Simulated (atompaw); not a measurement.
# Pseudopotential generation for Yb: PAW (atompaw), PBE

Do these settings give a usable potential? It is generated, then checked for scattering, ghosts and hardness.

Method: atompaw 4.2.0.5, PBE, non-relativistic.

## 1. The design

The settings as typed:

| Quantity | Value |
| --- | --- |
| element | ytterbium (Yb, Z = 70) |
| type | PAW |
| frozen core | [Kr] 4d10 |
| valence charge | 24 |
| reference configuration | 4f14 5s2 5p6 5d0 6s1 6p1 |
| partial waves | 5s (bound); 6s (bound); 5p (bound); 6p (bound); 5d (bound, empty); 5d channel at 4.6 Ry; 4f (bound); 4f channel at -0.25 Ry |
| local potential | troulliermartins scheme with l = 4 at 0.5 Ry, radius 2.00 bohr |
| core correction | smooth core density matched at 2.30 bohr |
| augmentation charge | sinc compensation charge, radius 2.20 bohr; PAW radius 3.00 bohr; waves and projectors: bloechl |

The nodes and maxima of the atom's own shells, from an earlier all-electron run, set the scale for the radii.

All-electron outer shells of the reference configuration (PBE, non-relativistic, ld1.x):

```json
{"shell": "4p", "level (eV)": "-316.42", "outermost node (bohr)": "0.27", "outermost maximum (bohr)": "0.49"}
{"shell": "4d", "level (eV)": "-180.34", "outermost node (bohr)": "0.24", "outermost maximum (bohr)": "0.49"}
{"shell": "5s", "level (eV)": "-47.00", "outermost node (bohr)": "0.63", "outermost maximum (bohr)": "1.16"}
{"shell": "5p", "level (eV)": "-27.42", "outermost node (bohr)": "0.65", "outermost maximum (bohr)": "1.29"}
{"shell": "4f", "level (eV)": "-8.85", "outermost node (bohr)": "–", "outermost maximum (bohr)": "0.47"}
{"shell": "6s", "level (eV)": "-4.27", "outermost node (bohr)": "1.60", "outermost maximum (bohr)": "3.54"}
{"shell": "5d", "level (eV)": "-2.35", "outermost node (bohr)": "0.70", "outermost maximum (bohr)": "1.92"}
{"shell": "6p", "level (eV)": "-1.86", "outermost node (bohr)": "1.87", "outermost maximum (bohr)": "4.66"}
```

## 2. Generation

File Yb.input:

```
Yb 70
GGA-PBE loggrid 2001 logderivrange -5 5 251
6 6 5 4 0 0
6 0 1
6 1 1
5 2 0
0 0 0
c
c
c
c
v
v
c
c
c
v
v
c
c
v
v
3
3.00 2.20 2.00 2.30
n
n
y
4.6
n
y
-0.25
n
bloechl sinc
4 0.5 troulliermartins
PWSCFOUT
UPFDX 0.0125d0 UPFXMIN -7.d0 UPFZMESH 70.d0
END
```

Run with:

```sh
$ atompaw < Yb.input > Yb.log
```

What does the calculation give? Wanted: cutoffs for 10 and 1 mRy, occupied levels; bound ghosts; largest phase difference near zero energy, channels read; lowest eigenvalue of the overlap; share of valence orbitals outside the PAW sphere; UPF file.

As calculated:

| quantity | value |
| --- | --- |
| cutoffs for 10 and 1 mRy, occupied levels | 50 Ry and 60 Ry |
| bound ghosts | none found |
| largest phase difference near zero energy, channels read | 0.053 rad |
| lowest eigenvalue of the overlap (Bessel basis) | 0.196 (s) |
| share of valence orbitals outside the PAW sphere | 5s 0 %, 6s 79 %, 5p 2 %, 6p 93 %, 5d 42 %, 4f 0 % |
| UPF file | written |

What this shows: The potential is of middling hardness: the looser tolerance needs 50 Ry. The Bessel-basis test finds no level below the valence levels. Of the channels read, s scatters worst near zero energy, by up to 0.05 rad. A non-relativistic atom is unphysical at this Z; the numbers test the scheme, not the element.
